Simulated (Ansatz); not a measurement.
# TiCl₃ (quartet): geometry optimisation

Where does this start of TiCl₃ (quartet) end when it is relaxed?

The runs use Ansatz 0.2.0, Gaussian basis; UKS PBE0/def2-SVP.

32 further runs of the same task are left out: 4 that didn't finish, 28 set aside as unsound or not needed.

## 1. The system as given

4 atoms, charge 0, spin multiplicity 4.

Atoms are counted from 1 here; the program's logs count them from 0.

Bond lengths: Ti1–Cl2 2.306 Å, Ti1–Cl3 2.287 Å, Ti1–Cl4 2.345 Å. Angles: Cl2–Ti1–Cl3 108.4°, Cl2–Ti1–Cl4 109.7°, Cl3–Ti1–Cl4 108.5°.

Coordinates:

```xyz
4
charge 0, multiplicity 4
Ti    0.37410   -0.27620   -0.11320
Cl    2.07320   -1.39040    0.97680
Cl   -0.78770   -1.79010   -1.37450
Cl    1.28050    1.34440   -1.54500
```

The start is a generated structure. Sticks and bond lists go by distance. 

## 2. Relaxation

in.yaml

```yaml
crystal:
  periodic: [false, false, false]
  atoms:
    - {symbol: Ti, position_ang: [0.374100, -0.276200, -0.113200]}
    - {symbol: Cl, position_ang: [2.073200, -1.390400, 0.976800]}
    - {symbol: Cl, position_ang: [-0.787700, -1.790100, -1.374500]}
    - {symbol: Cl, position_ang: [1.280500, 1.344400, -1.545000]}
basis:
  gaussian: {orbitals: def2-SVP}
magnetization: {spin_polarized: true, initial_magnetization: 3}
hamiltonian: {xc: pbe0}
relax: {f_tol: 0.01, max_steps: 150}
```

The run is started by

```
$ ansatz run in.yaml --threads 2 --pin off --events-out ev --progress --plain --max-ram 34560MiB --backend cuda --devices 0, --max-vram 37GiB
```

Before running it: what results should come out? Wanted: energy gained; shift from the start; total energy; dipole moment; ⟨S²⟩.

The runs gave:

| quantity | value |
| --- | --- |
| steps | 10 |
| energy gained | 0.879 eV |
| shift from the start (rms) | 0.705 Å |
| total energy | -60652.9043 eV |
| dipole moment | 0.90 D |
| ⟨S²⟩ | 3.759 |

**Reading.** The bonds of the start are those of the end. Ti1–Cl3 went from 2.287 to 2.421 Å. No vibrations were run, so this is a stationary point, not a proven minimum, and this spin need not be the ground state's.
